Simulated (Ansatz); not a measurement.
# Sr2CaN2 (P-3m1) in Ansatz: convergence with wavefunction cutoff

Aim: find how far wavefunction cutoff must go before the results for Sr2CaN2 settle, at PBE. This setting moves, with any that are tied to it; all else stays.

Program: Ansatz 0.2.0. These are calculated values, not measurements. Logs are shortened: lines on timing, memory, paths and dates and some standing lists are left out, and cuts for length are marked.

**1. Starting point**

The structure is trigonal, space group P-3m1 (No. 164). The conventional cell has a = 3.802 Å, b = 3.802 Å, c = 9.526 Å, α = 90.00°, β = 90.00°, γ = 120.00°. Sr (site symmetry 3m) has 3 N at 2.47 Å as nearest neighbours. Ca (site symmetry -3m) is surrounded by 6 N at 2.69 Å. N (site symmetry 3m) has 3 Sr at 2.47 Å and 3 Ca at 2.69 Å as nearest neighbours.

The cell comes from a database or a generator and needn't be the stable form of this composition.

**2. With wavefunction cutoff 200 eV**

input.yaml

```yaml
crystal:
  lattice:
    - [3.8021792695, 0.0, 0.0]
    - [-1.9010896347, 3.2927838371, 0.0]
    - [0.0, 0.0, 9.5255850018]
  atoms:
    - { symbol: Sr, position: [0.3333333333, 0.6666666667, 0.782516] }
    - { symbol: Sr, position: [0.6666666667, 0.3333333333, 0.217484] }
    - { symbol: Ca, position: [0.0, 0.0, 0.5] }
    - { symbol: "N", position: [0.3333333333, 0.6666666667, 0.337261] }
    - { symbol: "N", position: [0.6666666667, 0.3333333333, 0.662739] }
hamiltonian:
  xc: pbe
  pseudopotentials: { kind: paw }
kpoints:
  mp_grid: { grid: [7, 7, 3] }
scf:
  occupations: { method: fermi_dirac, width: 0.1 }
output:
  forces: true
  stress: true
  eigenvalues: true
basis:
  ecutwfc: "200 eV"
```

Potentials or basis: Ansatz PAW.

Launch:

```bash
$ ansatz run input.yaml --threads 2 --pin off --max-ram 5632MiB --backend cpu --events-out ev --progress --plain --runs-dir out
```

Standard output:

```text
Warning: basis.ecutwfc = 200 eV is below the records' recommended 420 eV, and the density's cutoff is lower with it unless basis.ecutrho_ratio is high enough to keep the records' density cutoff: compare with a run at a higher cutoff
Warning: RAYON_NUM_THREADS=2 ignored (pool sized by the plan → 2); use --threads N
Engine: ansatz 0.2.0, aarch64-unknown-linux-gnu
Pseudopotentials: kind: paw
Pseudopotential: Sr, paw, valence charge 10, recommended cutoff 420 eV (normal), Sr.paw.azcp
Pseudopotential: Ca, paw, valence charge 10, recommended cutoff 420 eV (normal), Ca.paw.azcp
Pseudopotential: N, paw, valence charge 5, recommended cutoff 420 eV (normal), N.paw.azcp
Functional definition: PBE
  parameter kappa = 0.804
  parameter beta = 0.06672455060314922
  exchange = pbe_x(kappa = kappa, mu = beta*pi^2/3)
  correlation = pbe_c(beta = beta)
Crystal: 5 atoms, lattice volume = 119.258 Å³
Basis set: ecut = 200 eV, 771 PW (Γ), exchange–correlation on 36×36×90 points (8 copies of the dense FFT grid, shifted against one another)
Bands: 25, of which v1, the nominal top of the filled ones, is band 20 counted from 1 (19 counted from 0)
Symmetry: 12 space group operations
Space group: P-3m1 (ITA 164), of the structure as read, at distance tolerance 4.9e-5 Å
k-points: 20 of 147
Non-local potential: Sr, projectors of the file, l = 0: 3, l = 1: 2, l = 2: 2
Non-local potential: Ca, projectors of the file, l = 0: 3, l = 1: 2, l = 2: 2
Non-local potential: N, projectors of the file, l = 0: 2, l = 1: 2, l = 2: 1
PAW form: soft (Blöchl's): semilocal exchange-correlation on the pseudo side does not see the compensation charge
PAW one-centre angular grid: Sr, 110 points (default); XC on 64 Gauss nodes
PAW one-centre angular grid: Ca, 110 points (default); XC on 64 Gauss nodes
PAW one-centre angular grid: N, 110 points (default); XC on 64 Gauss nodes
Initial density: superposition of atomic densities (neutral atoms: chi_scale 0, normalization atom), corrected by the library's trained network
Initial wavefunctions: pseudopotential atomic-orbital guess
Functional: x = pbe(κ = 0.804, μ = 0.2195149727645171), c = pbe(β = 0.06672455060314922)
SCF iter   1: F=—  HF=-9667.916064 eV  |F-HF|=—  |Δ(HF+E_count)|=         —  Δρ=5.13e-2  dr2=2.47e0  ethr=1.77e-3  ⟨swp⟩=7.7  Hψ=2519  notcnv=0
preconditioner: auto → Kerker (q_TF=auto, 2.274 Å⁻¹)  [metal: Δε(μ)=0.114 eV  Ē_g=11.754 eV  σ=0.100 eV  W_gap=0.27  n_scr=24 (ndim 8)  ℏωp=18.0 eV  f_vac=0.000  D(μ)=3.96/eV (n_scr^D=36)]
SCF iter   2: F=—  HF=-9667.522849 eV  |F-HF|=—  |Δ(HF+E_count)|=   3.93e-1  Δρ=2.25e-2  dr2=3.20e-1  ethr=1.77e-3  ⟨swp⟩=2.0  Hψ=920  notcnv=0
SCF iter   3: F=—  HF=-9667.459653 eV  |F-HF|=—  |Δ(HF+E_count)|=   6.32e-2  Δρ=3.31e-3  dr2=4.39e-2  ethr=8.00e-4  ⟨swp⟩=2.0  Hψ=760  notcnv=0
SCF iter   4: F=—  HF=-9667.458137 eV  |F-HF|=—  |Δ(HF+E_count)|=   1.52e-3  Δρ=7.26e-4  dr2=6.24e-3  ethr=1.10e-4  ⟨swp⟩=1.0  Hψ=500  notcnv=0
SCF iter   5: F=—  HF=-9667.457611 eV  |F-HF|=—  |Δ(HF+E_count)|=   5.26e-4  Δρ=2.05e-4  dr2=7.55e-5  ethr=1.56e-5  ⟨swp⟩=2.1  Hψ=598  notcnv=0
SCF iter   6: F=—  HF=-9667.457447 eV  |F-HF|=—  |Δ(HF+E_count)|=   1.65e-4  Δρ=4.44e-5  dr2=6.34e-6  ethr=1.89e-7  ⟨swp⟩=2.5  Hψ=763  notcnv=0
SCF iter   7: F=—  HF=-9667.457447 eV  |F-HF|=—  |Δ(HF+E_count)|=   7.95e-8  Δρ=1.18e-5  dr2=5.80e-7  ethr=1.59e-8  ⟨swp⟩=2.1  Hψ=774  notcnv=0
SCF iter   8: F=-9667.457447 eV  HF=-9667.457447 eV  |F-HF|=1.21e-8  |Δ(HF+E_count)|=   2.83e-8  Δρ=3.80e-6  dr2=4.86e-8  ethr=2.50e-10  ⟨swp⟩=5.7  Hψ=2172  notcnv=0
SCF 1 converged in 8 iterations: F = -9667.457447 eV  dr2 = 4.86e-8
SCF converged after 8 iterations
Free energy (F): -9667.457447 eV
Harris-Foulkes:  -9667.457447 eV  (|F-HF|=1.21e-8)
Internal energy: -9667.352833 eV  (E = F + TS)
E sigma→0 (E₀):  -9667.405140 eV
Entropy (-TS):   -0.104614 eV (-20.923 meV/atom)
Fermi energy:    6.647786 eV
--- Per-component energies (eV) ---
  E_band       = -322.621974
  E_kinetic    = 1031.116584
  E_local      = -3178.939344  (includes V_loc(G=0)·N_el)
  E_nonlocal   = 534.368913
  E_hartree    = 1057.835079
  E_xc         = -607.767635
  E_vxc        = -653.322121  (∫ρ·V_xc dr)
  E_paw        = -6491.622820  (= ΣΔE_a)
  E_vpaw       = -171.515658  (= ΣTr[D̂ρ^β])
  E_aug_tail   = 0.005935  (compensation charges beyond the density's cutoff)
  E_ewald      = -2012.349545
  E_smearing   = -0.104614  (= −TS)
  E_closure    = 0.000000  (closes the sum)
  Σ components = -9667.457447   (vs F -9667.457447, Δ=0.00e0)
--- Forces (eV/Å), atoms counted from 1 ---
  atom   1  Sr    -0.00000000     0.00000000     0.02738468
  atom   2  Sr     0.00000000    -0.00000000    -0.02738468
  atom   3  Ca     0.00000000    -0.00000000     0.00000000
  atom   4  N     -0.00000000     0.00000000    -0.37204679
  atom   5  N      0.00000000    -0.00000000     0.37204679
  max |Σ_I F_I| component: 9.25e-18 eV/Å
--- Stress (GPa, compression-positive) ---
        2.280879      -0.000000      -0.000000
       -0.000000       2.280879       0.000000
       -0.000000      -0.000000       2.216495
  P = ⅓ Tr σ = 2.2594 GPa (22.594 kbar)
--- Band table (eV; the first three rows and the last of 20) ---
  k-point 0: bands = ["-32.9106", "-27.3992", "-27.3986", "-13.8804", "-13.7476", "-13.7476", "-9.8180", "-9.6926", "-9.1830", "-9.1830", "-9.1694", "-9.1694", "-5.2586", "-4.9907", "4.3141", "5.6503", "5.7690", "5.8840", "5.8840", "6.3422", "6.3422", "10.0026", "10.3589", "11.3337", "11.3337"]
  k-point 1: bands = ["-32.9277", "-27.4028", "-27.4003", "-13.9207", "-13.7631", "-13.7631", "-9.7977", "-9.7414", "-9.1844", "-9.1844", "-9.1790", "-9.1790", "-5.2479", "-5.0052", "4.4142", "4.9795", "5.8527", "5.8527", "6.2886", "6.2886", "6.4223", "8.9859", "11.2164", "11.3626", "11.3626"]
  k-point 2: bands = ["-32.9123", "-27.3904", "-27.3890", "-13.8875", "-13.7825", "-13.7567", "-9.7884", "-9.6920", "-9.3263", "-9.3169", "-9.2085", "-9.1964", "-5.1499", "-4.9446", "4.5805", "5.3492", "5.5289", "5.9577", "6.1850", "6.3607", "6.5463", "9.9958", "10.5604", "10.9809", "11.4992"]
  k-point 19: bands = ["-32.8941", "-27.3411", "-27.3410", "-13.8768", "-13.8449", "-13.8331", "-9.8710", "-9.8647", "-9.5317", "-9.5139", "-9.5092", "-9.4996", "-4.8022", "-4.7865", "5.2653", "5.7412", "5.9362", "6.0361", "6.1617", "6.3168", "8.0565", "9.0551", "9.3776", "10.0159", "11.1122"]
```

Wall time 0.72 s (2 threads of Arm Neoverse V2, shared host); peak memory 0.28 GiB.

Results:

```
Free energy            : -9667.4574 eV
Pressure               : 2.3 GPa
Largest force          : 0.372 eV/Å
Band gap on the k mesh : none (metal or under the smearing width)
```

**3. With wavefunction cutoff 250 eV**

input.yaml: that of step 2 with these lines changed.

```diff
@@ -23,2 +23,2 @@
 basis:
-  ecutwfc: "200 eV"
+  ecutwfc: "250 eV"
```

Potentials or basis: Ansatz PAW.

Launch:

```bash
$ ansatz run input.yaml --threads 2 --pin off --max-ram 5632MiB --backend cpu --events-out ev --progress --plain --runs-dir out
```

It took 0.91 s on 2 threads of Arm Neoverse V2, shared host; peak memory 0.3 GiB.

Results:

* Free energy: -9673.7266 eV
* Pressure: -0.1 GPa
* Largest force: 0.133 eV/Å
* Band gap on the k mesh: none (metal or under the smearing width)

**4. With wavefunction cutoff 300 eV**

input.yaml: that of step 3 with these lines changed.

```diff
@@ -23,2 +23,2 @@
 basis:
-  ecutwfc: "250 eV"
+  ecutwfc: "300 eV"
```

Launch:

```bash
$ ansatz run input.yaml --threads 2 --pin off --max-ram 5632MiB --backend cpu --events-out ev --progress --plain --runs-dir out
```

It took 1.1 s on 2 threads of Arm Neoverse V2, shared host; peak memory 0.33 GiB.

What came out:

| Quantity | Value |
| --- | --- |
| Free energy | -9675.3553 eV |
| Pressure | -0.3 GPa |
| Largest force | 0.091 eV/Å |
| Band gap on the k mesh | none (metal or under the smearing width) |

**5. With wavefunction cutoff 350 eV**

input.yaml: that of step 4 with these lines changed.

```diff
@@ -23,2 +23,2 @@
 basis:
-  ecutwfc: "300 eV"
+  ecutwfc: "350 eV"
```

Launch:

```bash
$ ansatz run input.yaml --threads 2 --pin off --max-ram 5632MiB --backend cpu --events-out ev --progress --plain --runs-dir out
```

It took 1.3 s on 2 threads of Arm Neoverse V2, shared host; peak memory 0.34 GiB.

What came out:

```
Free energy            : -9675.7693 eV
Pressure               : -0.3 GPa
Largest force          : 0.094 eV/Å
Band gap on the k mesh : none (metal or under the smearing width)
```

**6. With wavefunction cutoff 400 eV**

input.yaml: that of step 5 with these lines changed.

```diff
@@ -23,2 +23,2 @@
 basis:
-  ecutwfc: "350 eV"
+  ecutwfc: "400 eV"
```

Potentials or basis: Ansatz PAW.

Launch:

```bash
$ ansatz run input.yaml --threads 2 --pin off --max-ram 5632MiB --backend cpu --events-out ev --progress --plain --runs-dir out
```

Wall time 1.6 s (2 threads of Arm Neoverse V2, shared host); peak memory 0.36 GiB.

The run converged. Its results:

| Quantity | Value |
| --- | --- |
| Free energy | -9675.8678 eV |
| Pressure | -0.3 GPa |
| Largest force | 0.090 eV/Å |
| Band gap on the k mesh | none (metal or under the smearing width) |

**7. With wavefunction cutoff 450 eV**

input.yaml: that of step 6 with these lines changed.

```diff
@@ -23,2 +23,2 @@
 basis:
-  ecutwfc: "400 eV"
+  ecutwfc: "450 eV"
```

Launch:

```bash
$ ansatz run input.yaml --threads 2 --pin off --max-ram 5632MiB --backend cpu --events-out ev --progress --plain --runs-dir out
```

Run time: 1.8 s. Hardware: 2 threads of Arm Neoverse V2, shared host; peak memory 0.38 GiB.

Results (log left out):

| Item | Value |
| --- | --- |
| Free energy | -9675.8869 eV |
| Pressure | -0.3 GPa |
| Largest force | 0.089 eV/Å |
| Band gap on the k mesh | none (metal or under the smearing width) |

**8. With wavefunction cutoff 500 eV**

input.yaml: that of step 7 with these lines changed.

```diff
@@ -23,2 +23,2 @@
 basis:
-  ecutwfc: "450 eV"
+  ecutwfc: "500 eV"
```

Launch:

```bash
$ ansatz run input.yaml --threads 2 --pin off --max-ram 5632MiB --backend cpu --events-out ev --progress --plain --runs-dir out
```

Wall time 2.2 s (2 threads of Arm Neoverse V2, shared host); peak memory 0.4 GiB.

The run converged. Its results:

```yaml
Free_energy: -9675.8891 eV
Pressure: -0.3 GPa
Largest_force: 0.089 eV/Å
Band_gap_on_the_k_mesh: none (metal or under the smearing width)
```

**9. With wavefunction cutoff 600 eV**

input.yaml: that of step 8 with these lines changed.

```diff
@@ -23,2 +23,2 @@
 basis:
-  ecutwfc: "500 eV"
+  ecutwfc: "600 eV"
```

Potentials or basis: Ansatz PAW.

Launch:

```bash
$ ansatz run input.yaml --threads 2 --pin off --max-ram 5632MiB --backend cpu --events-out ev --progress --plain --runs-dir out
```

Run time: 2.5 s. Hardware: 2 threads of Arm Neoverse V2, shared host; peak memory 0.44 GiB.

It converged, with:

```yaml
Free_energy: -9675.8896 eV
Pressure: -0.3 GPa
Largest_force: 0.089 eV/Å
Band_gap_on_the_k_mesh: none (metal or under the smearing width)
```

**10. With wavefunction cutoff 800 eV**

input.yaml: that of step 9 with these lines changed.

```diff
@@ -23,2 +23,2 @@
 basis:
-  ecutwfc: "600 eV"
+  ecutwfc: "800 eV"
```

Launch:

```bash
$ ansatz run input.yaml --threads 2 --pin off --max-ram 5632MiB --backend cpu --events-out ev --progress --plain --runs-dir out
```

Run time: 3.5 s. Hardware: 2 threads of Arm Neoverse V2, shared host; peak memory 0.53 GiB.

It converged, with:

- Free energy: -9675.8901 eV
- Pressure: -0.3 GPa
- Largest force: 0.089 eV/Å
- Band gap on the k mesh: none (metal or under the smearing width)

**11. Summary**

```
wavefunction cutoff  energy less the tightest run, at zero smearing (meV/atom)  pressure (GPa)  largest force (eV/Å)  SCF cycles  CPU time (s)  peak memory (GiB)
             200 eV                                                    1686.46            2.26                 0.372           8           1.3               0.28
             250 eV                                                     432.62           -0.09                 0.133           8           1.7                0.3
             300 eV                                                     106.93           -0.29                 0.091           8           2.1               0.33
             350 eV                                                      24.16           -0.33                 0.094           8           2.5               0.34
             400 eV                                                       4.45           -0.30                 0.090           8             3               0.36
             450 eV                                                       0.65           -0.30                 0.089           8           3.5               0.38
             500 eV                                                       0.19           -0.30                 0.089           8           4.1                0.4
             600 eV                                                       0.10           -0.30                 0.089           8           4.8               0.44
             800 eV                                                       0.00           -0.30                 0.089           8           6.8               0.53
```

Against the tightest run, the energy stays within 1 meV/atom from 450 eV on; the pressure stays within 0.1 GPa from 300 eV on; the largest force stays within 0.005 eV/Å from 300 eV on. The tightest run that finished is the yardstick and may itself not be fully converged.
